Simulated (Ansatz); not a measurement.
# Ge2Sb2Te5: the cost of one run

Method: DFT LDA, scalar-relativistic, plane waves, PAW, in Ansatz 0.2.0.

### 1 Starting point

It takes space group P-3m1 (No. 164, trigonal). The conventional cell has a = 4.196 Å, b = 4.196 Å, c = 16.666 Å, α = 90.00°, β = 90.00°, γ = 120.00°. Ge (site symmetry 3m) has 6 Te at 2.93 to 2.95 Å in its first shell of neighbours. Sb (site symmetry 3m) has 6 Te at 2.97 to 3.13 Å in its first shell of neighbours. Around Te (site symmetry -3m) lie 6 Ge at 2.95 Å. Around Te (site symmetry 3m) lie 3 Ge at 2.93 Å and 3 Sb at 3.13 Å. Te (site symmetry 3m) is surrounded by 3 Sb at 2.97 Å.

As a file:

```
CELL_PARAMETERS angstrom
4.19637 0.00000 0.00000
-2.09819 3.63416 0.00000
0.00000 0.00000 16.66633
ATOMIC_POSITIONS crystal
Ge 0.33333 0.66667 0.89934
Ge 0.66667 0.33333 0.10066
Sb 0.00000 0.00000 0.68156
Sb 0.00000 0.00000 0.31844
Te 0.00000 0.00000 0.00000
Te 0.66667 0.33333 0.80081
Te 0.33333 0.66667 0.19919
Te 0.33333 0.66667 0.57858
Te 0.66667 0.33333 0.42142
```

### 2 Single point: Ge2Sb2Te5, no spin

input.yaml reads:

```yaml
crystal:
  lattice:
    - [4.1963721883, 0.0, 0.0]
    - [-2.0981860942, 3.6341649188, 0.0]
    - [0.0, 0.0, 16.666334798]
  atoms:
    - { symbol: Ge, position: [0.3333333333, 0.6666666667, 0.899343355] }
    - { symbol: Ge, position: [0.6666666667, 0.3333333333, 0.100656645] }
    - { symbol: Sb, position: [0.0, 0.0, 0.6815626319] }
    - { symbol: Sb, position: [0.0, 0.0, 0.3184373681] }
    - { symbol: Te, position: [0.0, 0.0, 0.0] }
    - { symbol: Te, position: [0.6666666667, 0.3333333333, 0.8008144752] }
    - { symbol: Te, position: [0.3333333333, 0.6666666667, 0.1991855248] }
    - { symbol: Te, position: [0.3333333333, 0.6666666667, 0.5785763799] }
    - { symbol: Te, position: [0.6666666667, 0.3333333333, 0.4214236201] }
scf:
  occupations: { method: gaussian, width: 0.05 }
output:
  forces: true
  stress: false
hamiltonian:
  xc: lda
kpoints:
  mp_grid: { grid: [10, 10, 2] }
```

Run with:

```
$ ansatz run input.yaml --threads 4 --pin off --max-ram 8192MiB --backend cpu --events-out ev --progress --plain --runs-dir out
```

What time and memory should one allow on 4 threads of Intel Xeon at 2.30GHz, shared host?

About 5 s, with a peak of 0.99 GiB.
